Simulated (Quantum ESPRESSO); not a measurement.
## ZnHgO2: Wannier functions under several settings

```
Zn Hg O
1.0
     4.00922    0.00000    0.00000
     0.00000    4.00922    0.00000
     0.00000    0.00000    3.30459
Zn Hg O
1 1 2
Direct
  0.00000 0.00000 0.00000
  0.50000 0.50000 0.50000
  0.50000 0.00000 0.00000
  0.00000 0.50000 0.00000
```

The cell was built by a generator and needn't be a form met in nature.

All runs used Quantum ESPRESSO 7.5; potentials GBRV 1.5 PBE; k mesh 5 × 5 × 6; given cell; no spin polarisation; cutoff 762 eV; occupations fermi-dirac, width 0.05 eV.

| level | start | Wannier mesh | spread a function (Å²) | RMS miss of the bands (meV) |
| --- | --- | --- | --- | --- |
| PBE | atomic projections with disentanglement | 4 × 4 × 5 | 0.73 | 3 |
| PBE | atomic projections with disentanglement, not minimised | 4 × 4 × 5 | ? | ? |
| PBE | SCDM with an erfc weight | 4 × 4 × 5 | 1.37 | 26 |

Task: What stands in the row left open?

Result: Spread a function 0.96 Å²; RMS miss of the bands 3 meV.

Caveats: the Wannier minimisation didn't converge (some runs).

For the row left open. Caveat: the k mesh is coarse.
